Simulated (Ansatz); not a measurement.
# CoO: the cost of one run

Program: Ansatz 0.2.0. Level of theory: DFT PBEsol+U, scalar-relativistic, plane waves, PAW. These are calculated values, not measurements.

### 1 Starting point

Symmetry: Fm-3m, No. 225, cubic system. The conventional cell has a = 4.260 Å, b = 4.260 Å, c = 4.260 Å, α = 90.00°, β = 90.00°, γ = 90.00°. Co (site symmetry m-3m) has 6 O at 2.13 Å in its first shell of neighbours. Around O (site symmetry m-3m) lie 6 Co at 2.13 Å.

Structure file:

```cif
data_structure
_symmetry_space_group_name_H-M 'P 1'
_symmetry_Int_Tables_number 1
_cell_length_a 5.2174
_cell_length_b 5.2174
_cell_length_c 5.2174
_cell_angle_alpha 33.557
_cell_angle_beta 33.557
_cell_angle_gamma 33.557
_cell_volume 38.65
loop_
_atom_site_label
_atom_site_type_symbol
_atom_site_fract_x
_atom_site_fract_y
_atom_site_fract_z
_atom_site_occupancy
Co1 Co 0.00000 0.00000 0.00000 1
Co2 Co 0.50000 0.50000 0.50000 1
O1 O 0.25000 0.25000 0.25000 1
O2 O 0.75000 0.75000 0.75000 1
```

### 2 Single point: CoO, moments +−

The input, input.yaml:

```yaml
crystal:
  lattice:
    - [2.13, 2.13, 4.26]
    - [4.26, 2.13, 2.13]
    - [2.13, 4.26, 2.13]
  atoms:
    - { symbol: Co, position: [0.0, 0.0, 0.0], spin: 3.0 }
    - { symbol: Co, position: [0.5, 0.5, 0.5], spin: -3.0 }
    - { symbol: O, position: [0.25, 0.25, 0.25] }
    - { symbol: O, position: [0.75, 0.75, 0.75] }
magnetization:
  spin_polarized: true
scf:
  occupations: { method: gaussian, width: 0.02 }
output:
  forces: true
  stress: true
  populations: true
  write_density: true
  write_potential: true
  elf: true
  volumetric_format: npy
hamiltonian:
  hubbard: { sites: [{ species: Co, l: d, u_eff: 4.0 }] }
  xc: pbesol
kpoints:
  mp_grid: { grid: [6, 6, 6] }
```

On the command line:

```console
$ ansatz run input.yaml --threads 4 --pin off --max-ram 8192MiB --backend cpu --events-out ev --progress --plain --runs-dir out
```

**Question.** How long does this run take on 4 threads of Intel Xeon Platinum 8488C (Sapphire Rapids), shared host, and how much memory does it need?

About 7.7 s, with a peak of 0.82 GiB.
